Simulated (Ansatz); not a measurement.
# CuHO: one species, many methods

The task here is to estimate one member of a computed series from the others.

Computed with Ansatz 0.2.0, Gaussian basis. Level: functionals in def2-TZVPP, the program's frozen cores in correlated methods.

Plan: LDA (SPW92), PBE-D4, revPBE-D4, BLYP-D4, r2SCAN-D4, B97M-V, PBE0-D4, B3LYP-D4, r2SCANh-D4, r2SCAN0-D4, HSE06-D4, BHLYP-D4, CAM-B3LYP-D4, LC-ωPBE, ωB97X-V, ωB97M-V, B2PLYP, PBE-QIDH; CCSD(T)/def2-SVP; CCSD(T)/def2-TZVPP; CCSD(T)/def2-QZVPP; extrapolation to the limit; RPA on PBE.

## The geometry

The geometry comes from an earlier relaxation with PBE0-D4 in a triple-zeta def2 set; it is a stationary point.

SMILES `[OH][Cu]`, 3 atoms, charge 0, spin multiplicity 1.

Atoms are counted from 1 here; the program's logs count them from 0.

Bond lengths: O1–Cu2 1.785 Å, O1–H3 0.962 Å. Angles: Cu2–O1–H3 108.9°.

Set-up of the first run:

The input, in.yaml:

```yaml
crystal:
  periodic: [false, false, false]
  atoms:
    - {symbol: O, position_ang: [-0.333325, -0.433738, -0.237595]}
    - {symbol: Cu, position_ang: [1.159754, 0.002927, 0.637752]}
    - {symbol: H, position_ang: [-0.837329, 0.366011, -0.413356]}
basis:
  gaussian: {orbitals: def2-TZVPP}
hamiltonian: {xc: lda}
output: {orbitals: {seedname: orbitals}}
```

The run is started by

```console
$ ansatz run in.yaml --threads 2 --pin off --events-out ev --progress --plain --max-ram 32768MiB --backend cpu
```

Steps of the session up to this table: LDA; PBE-D4 (GGA); revPBE-D4 (GGA); BLYP-D4 (GGA); r2SCAN-D4 (meta-GGA); B97M-V (meta-GGA); PBE0-D4 (hybrid); B3LYP-D4 (hybrid); r2SCANh-D4 (hybrid); r2SCAN0-D4 (hybrid); HSE06-D4 (hybrid); BHLYP-D4 (hybrid); CAM-B3LYP-D4 (range-separated); LC-ωPBE (range-separated); ωB97X-V (range-separated); ωB97M-V (range-separated); B2PLYP (double hybrid); PBE-QIDH (double hybrid).

One table of the session follows, with a row left open; its other results are not shown here.

It belongs to the step «Orbital energies across the functionals». 

```
  functional  HOMO (eV)  LUMO (eV)  gap (eV)
 LDA (SPW92)          ?          ?         ?
      PBE-D4      -5.20      -3.55      1.65
   revPBE-D4      -5.11      -3.44      1.67
     BLYP-D4      -5.20      -3.62      1.58
   r2SCAN-D4      -5.37      -3.26      2.10
      B97M-V      -5.52      -3.46      2.06
     PBE0-D4      -6.71      -2.52      4.19
    B3LYP-D4      -6.57      -2.95      3.61
  r2SCANh-D4      -5.97      -2.87      3.10
  r2SCAN0-D4      -6.86      -2.33      4.54
    HSE06-D4      -6.29      -2.88      3.41
    BHLYP-D4      -8.19      -1.78      6.40
CAM-B3LYP-D4      -8.24      -1.73      6.51
     LC-ωPBE      -9.42      -0.41      9.01
     ωB97X-V      -9.14      -0.55      8.59
     ωB97M-V      -9.16      -0.88      8.28
```

Estimate the missing values for LDA (SPW92).

**Answer.** HOMO (eV): -5.44; LUMO (eV): -3.79; gap (eV): 1.65. In the column «HOMO (eV)» it lies between B97M-V (-5.52) and r2SCAN-D4 (-5.37).
